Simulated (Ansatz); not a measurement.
# H3NbO4: the cost of one run

Program: Ansatz 0.2.0, Gaussian basis. Level of theory: the settings change from run to run. These are calculated values, not measurements.

## 1. The relaxed structure

The structure was relaxed beforehand with PBE0-D4 in a triple-zeta def2 set. Nb takes a core potential in def2 sets; no spin-orbit term is included.

SMILES `[O]=[Nb]([OH])([OH])[OH]`, 8 atoms, charge 0, spin multiplicity 1.

Atoms are counted from 1 here; the program's logs count them from 0.

Bond lengths: O1–Nb2 1.698 Å, Nb2–O3 1.901 Å, Nb2–O4 1.901 Å, Nb2–O5 1.901 Å, O3–H6 0.958 Å, O4–H7 0.958 Å, O5–H8 0.958 Å. Angles: O1–Nb2–O3 109.1°, O1–Nb2–O4 109.1°, O1–Nb2–O5 109.1°, O3–Nb2–O4 109.9°, O3–Nb2–O5 109.9°, O4–Nb2–O5 109.8°, Nb2–O3–H6 129.2°, Nb2–O4–H7 129.2°, Nb2–O5–H8 129.2°.

## 2. rPW86-PBE/def2-TZVPP

Set apart from the defaults: D3(BJ) dispersion.

Contents of in.yaml:

```yaml
crystal:
  periodic: [false, false, false]
  atoms:
    - {symbol: O, position_ang: [-1.476319, 0.236554, 0.906696]}
    - {symbol: Nb, position_ang: [-0.043600, 0.001917, 0.026957]}
    - {symbol: O, position_ang: [1.444471, 0.334349, 1.162137]}
    - {symbol: O, position_ang: [-0.014002, 1.204320, -1.445056]}
    - {symbol: O, position_ang: [0.012741, -1.790746, -0.602837]}
    - {symbol: H, position_ang: [1.456703, 0.593717, 2.084037]}
    - {symbol: H, position_ang: [-0.663424, 1.858142, -1.705983]}
    - {symbol: H, position_ang: [-0.624471, -2.495454, -0.481750]}
basis:
  gaussian: {orbitals: def2-TZVPP}
hamiltonian: {xc: {name: rPW86-PBE}, dispersion: d3bj}
```

Run with:

```bash
$ ansatz run in.yaml --threads 4 --pin off --events-out ev --progress --plain --max-ram 10444MiB
```

Q: Estimate wall time and peak memory on 4 threads of Arm Neoverse V1, shared host.

About 4.7 s, with a peak of 0.32 GiB.
